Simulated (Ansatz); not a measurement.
# Ca: the cost of one run

Computed with Ansatz 0.2.0 (DFT PBEsol, scalar-relativistic, plane waves, PAW, unless a step's input says otherwise).

The COD cell was measured well above room temperature, so it is larger than a cold one.

### 1 The system as given

Symmetry: Im-3m, No. 229, cubic system. Conventional cell: a = 4.480 Å, b = 4.480 Å, c = 4.480 Å, α = 90.00°, β = 90.00°, γ = 90.00°. Around Ca (site symmetry m-3m) lie 8 Ca at 3.88 Å.

Structure file:

```xyz
1
Lattice="-2.2400 2.2400 2.2400 2.2400 -2.2400 2.2400 2.2400 2.2400 -2.2400" Properties=species:S:1:pos:R:3 pbc="T T T"
Ca    0.0000    0.0000    0.0000
```

Source of the structure: the Crystallography Open Database.

(A quick probe on a coarse mesh, which set the mesh and smearing, is not shown.)

### 3 Full relaxation

Input file input.yaml:

```yaml
crystal:
  lattice:
    - [-2.24, 2.24, 2.24]
    - [2.24, -2.24, 2.24]
    - [2.24, 2.24, -2.24]
  atoms:
    - { symbol: Ca, position: [0.0, 0.0, 0.0] }
basis:
  ecutwfc: 420
kpoints:
  mp_grid: { grid: [14, 14, 14] }
hamiltonian:
  xc: pbesol
scf:
  occupations: { method: gaussian, width: 0.1 }
output:
  forces: true
  stress: true
  eigenvalues: true
relax:
  adjacent_minimum: "off"
  f_tol: 0.005
  max_steps: 80
  cell: { stress_tol: 0.05 }
```

Q: Estimate wall time and peak memory on 1 thread of an x86-64 CPU, shared host.

About 12 s, with a peak of 0.48 GiB.
